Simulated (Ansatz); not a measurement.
# C6H4F6O2Zn: basis-set convergence

Aim: see how fast density functionals converge with the basis set for C6H4F6O2Zn.

Program: Ansatz 0.2.0, Gaussian basis. Level of theory: one geometry, several basis sets. These are calculated values, not measurements.

Levels to be run: PBE0-D4/def2-SVP; ωB97M-V/def2-SVP; PBE0-D4/def2-QZVPP; ωB97M-V/def2-QZVPP; the functionals' def2-TZVPP values are taken from earlier runs.

## 1. The geometry

The geometry comes from an earlier relaxation with PBE0-D4 in a triple-zeta def2 set; it is a stationary point, not always the lowest conformer.

SMILES `[CH3][Zn-]1[O]C(C(F)(F)F)=CC(C(F)(F)F)=[O+]1`, 19 atoms, charge 0, spin multiplicity 1.

Atoms are counted from 1 here; the program's logs count them from 0.

Bond lengths: C1–Zn2 1.938 Å, C1–H16 1.092 Å, C1–H17 1.092 Å, C1–H18 1.091 Å, Zn2–O3 1.981 Å, Zn2–O15 1.982 Å, O3–C4 1.253 Å, C4–C5 1.539 Å, C4–C9 1.391 Å, C5–F6 1.331 Å, C5–F7 1.333 Å, C5–F8 1.331 Å, C9–C10 1.391 Å, C9–H19 1.077 Å, C10–C11 1.539 Å, C10–O15 1.253 Å, C11–F12 1.331 Å, C11–F13 1.333 Å and more. Angles: Zn2–C1–H16 110.4°, Zn2–C1–H17 110.3°, Zn2–C1–H18 110.8°, H16–C1–H17 108.1°, H16–C1–H18 108.7°, H17–C1–H18 108.6°, C1–Zn2–O3 134.9°, C1–Zn2–O15 134.9°, O3–Zn2–O15 90.2°, Zn2–O3–C4 126.2°, O3–C4–C5 113.3°, O3–C4–C9 128.0°, C5–C4–C9 118.7°, C4–C5–F6 109.9°, C4–C5–F7 112.6°, C4–C5–F8 109.9°, F6–C5–F7 108.0°, F6–C5–F8 108.3° and more.

## 2. PBE0-D4 in def2-SVP

The input, in.yaml:

```yaml
crystal:
  periodic: [false, false, false]
  atoms:
    - {symbol: C, position_ang: [-1.918016, -1.291567, 3.052835]}
    - {symbol: Zn, position_ang: [-0.948100, -0.638213, 1.507516]}
    - {symbol: O, position_ang: [-0.946285, 1.047924, 0.466718]}
    - {symbol: C, position_ang: [-0.230715, 1.300953, -0.529868]}
    - {symbol: C, position_ang: [-0.472403, 2.705005, -1.111302]}
    - {symbol: F, position_ang: [-0.223303, 3.627801, -0.184885]}
    - {symbol: F, position_ang: [0.299027, 2.961881, -2.167174]}
    - {symbol: F, position_ang: [-1.742878, 2.824957, -1.490460]}
    - {symbol: C, position_ang: [0.714969, 0.480224, -1.136394]}
    - {symbol: C, position_ang: [0.977919, -0.799741, -0.658455]}
    - {symbol: C, position_ang: [2.036547, -1.654161, -1.377564]}
    - {symbol: F, position_ang: [3.010712, -1.975806, -0.529206]}
    - {symbol: F, position_ang: [2.585107, -1.023310, -2.415386]}
    - {symbol: F, position_ang: [1.482883, -2.779010, -1.824920]}
    - {symbol: O, position_ang: [0.451449, -1.381835, 0.317825]}
    - {symbol: H, position_ang: [-2.994243, -1.226473, 2.882338]}
    - {symbol: H, position_ang: [-1.677901, -0.691406, 3.932654]}
    - {symbol: H, position_ang: [-1.659884, -2.330836, 3.260625]}
    - {symbol: H, position_ang: [1.255104, 0.843613, -1.994886]}
basis:
  gaussian: {orbitals: def2-SVP}
hamiltonian: {xc: pbe0, dispersion: d4}
output: {orbitals: {seedname: orbitals}}
```

Command:

```sh
$ ansatz run in.yaml --threads 11 --pin off --events-out ev --progress --plain --max-ram 110592MiB --backend cpu
```

The runs that follow: ωB97M-V in def2-SVP; PBE0-D4 in def2-QZVPP; ωB97M-V in def2-QZVPP.

Before running them: what should the planned runs give, taken together? Wanted: PBE0-D4: double and triple zeta above quadruple; ωB97M-V: double and triple zeta above quadruple.

The runs gave:

| quantity | value |
| --- | --- |
| PBE0-D4: double and triple zeta above quadruple | 40.69, 2.55 eV |
| ωB97M-V: double and triple zeta above quadruple | 41.22, 2.42 eV |

What this shows: For PBE0-D4 the step from double to triple zeta gains 38.14 eV and the next only 2.55 eV. Total energies overstate the basis error of differences, where much of it tends to cancel.
